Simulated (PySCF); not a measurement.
# [PbF3(H2O)]−: other functionals and bases at one geometry

Aim: see how levels, charges and forces of [PbF3(H2O)]− depend on the level of theory. The species was built from a template and needn't be a known compound.

Method: several levels, as the steps say, no spin–orbit coupling; program: PySCF 2.14.0.

1 further run of the same task is left out (for a known fault of the program).

## (1) Starting geometry

7 atoms, charge -1, spin multiplicity 1.

Bond lengths: Pb1–F2 2.102 Å, Pb1–F3 2.106 Å, Pb1–F4 2.102 Å, O5–H6 0.965 Å, O5–H7 0.965 Å. Angles: F2–Pb1–F3 97.0°, F2–Pb1–F4 95.0°, F3–Pb1–F4 97.0°, H6–O5–H7 100.4°.

Geometry (Å):

```
Pb    0.10954    0.02401   -0.02401
F     1.41535    0.72430    1.46738
F    -1.05457   -1.21716    1.21716
F     1.41535   -1.46738   -0.72430
O    -2.05221    2.09679   -2.09679
H    -1.72368    2.25101   -1.20234
H    -1.72368    1.20234   -2.25101
```

Formal oxidation states: Pb +2. An earlier session relaxed this geometry at PBE0, Pb def2-SVP with ECP60, F def2-SVP, O def2-SVP, H def2-SVP (singlet, point group Cs).

At PBE0 on the finer grid: E = -568.312633 Eh, HOMO -2.64 eV, LUMO 4.28 eV, Mulliken charge on Pb1 +0.67 e, largest force component 0.038 eV/Å. 

Levels to run: M06-L; CAM-B3LYP; PBE0, TZVP. Hardware: 2 threads of Arm Neoverse V1, shared host.

## (2) M06-L

File run.py (the lines that set the calculation):

```python
mol = gto.M(atom='''
Pb     0.10954     0.02401    -0.02401
F      1.41535     0.72430     1.46738
F     -1.05457    -1.21716     1.21716
F      1.41535    -1.46738    -0.72430
O     -2.05221     2.09679    -2.09679
H     -1.72368     2.25101    -1.20234
H     -1.72368     1.20234    -2.25101''',
    basis={'Pb': 'def2-SVP', 'F': 'def2-SVP', 'O': 'def2-SVP', 'H': 'def2-SVP'},
    ecp={'Pb': 'def2-SVP'},
    charge=-1, spin=0)
mf = dft.RKS(mol, xc='M06L')
mf.grids.atom_grid = (75, 302)
mf = mf.density_fit()  # fitting sets: Pb def2-universal-JKFIT, F def2-universal-JKFIT, O def2-universal-JKFIT, H def2-universal-JKFIT
mf.conv_tol = 1e-08; mf.max_cycle = 55
mf.kernel(dm0)  # dm0: the density of the relaxed state
```

The run is started by

```sh
OMP_NUM_THREADS=2 python run.py
```

## (3) CAM-B3LYP

run.py (the lines that set the calculation): that of step 2 with these lines changed.

```diff
@@ -11,3 +11,3 @@
     charge=-1, spin=0)
-mf = dft.RKS(mol, xc='M06L')
+mf = dft.RKS(mol, xc='CAMB3LYP')
 mf.grids.atom_grid = (75, 302)
```

## (4) PBE0, TZVP

Basis: Pb def2-TZVP with ECP60, F def2-TZVP, O def2-TZVP, H def2-TZVP. 

run.py (the lines that set the calculation): that of step 3 with these lines changed.

```diff
@@ -8,6 +8,6 @@
 H     -1.72368     1.20234    -2.25101''',
-    basis={'Pb': 'def2-SVP', 'F': 'def2-SVP', 'O': 'def2-SVP', 'H': 'def2-SVP'},
-    ecp={'Pb': 'def2-SVP'},
+    basis={'Pb': 'def2-TZVP', 'F': 'def2-TZVP', 'O': 'def2-TZVP', 'H': 'def2-TZVP'},
+    ecp={'Pb': 'def2-TZVP'},
     charge=-1, spin=0)
-mf = dft.RKS(mol, xc='CAMB3LYP')
+mf = dft.RKS(mol, xc='PBE0')
 mf.grids.atom_grid = (75, 302)
@@ -15,2 +15,2 @@
 mf.conv_tol = 1e-08; mf.max_cycle = 55
-mf.kernel(dm0)  # dm0: the density of the relaxed state
+mf.kernel(dm0)  # dm0: free metal ions and neutral atoms
```

**Question.** What will these runs give? Wanted: for each run, HOMO; gap; charge on Pb1; dipole; largest force.

**Answer**, as computed:

| level | state | HOMO (eV) | gap (eV) | charge on Pb1 (e) | dipole (D) | largest force (eV/Å) | basis functions | time |
| --- | --- | --- | --- | --- | --- | --- | --- | --- |
| PBE0 (relaxed here) | singlet | -2.64 | 6.92 | 0.67 | 3.64 | 0.04 | 92 | 11 s |
| M06-L | singlet | -1.42 | 5.52 | 0.73 | 3.69 | 0.37 | 92 | 7.4 s |
| CAM-B3LYP | singlet | -3.88 | 9.07 | 0.65 | 3.66 | 0.13 | 92 | 5.5 s |
| PBE0, TZVP | singlet | -3.26 | 6.74 | 0.85 | 4.02 | 0.18 | 186 | 12 s |

Times are on 2 threads of Arm Neoverse V1, shared host; the first row also made further properties. The dipole of a charged species depends on the origin, so these sizes hold for this origin alone.

In one basis the HOMO–LUMO gap runs from 5.52 eV (M06-L) to 9.07 eV (CAM-B3LYP). The largest leftover force, 0.37 eV/Å with M06-L, stands at a geometry relaxed at another level. The Mulliken charge on Pb spans +0.65 to +0.85 e over the levels. Total energies of different levels can't be compared. Spin–orbit coupling is left out throughout.
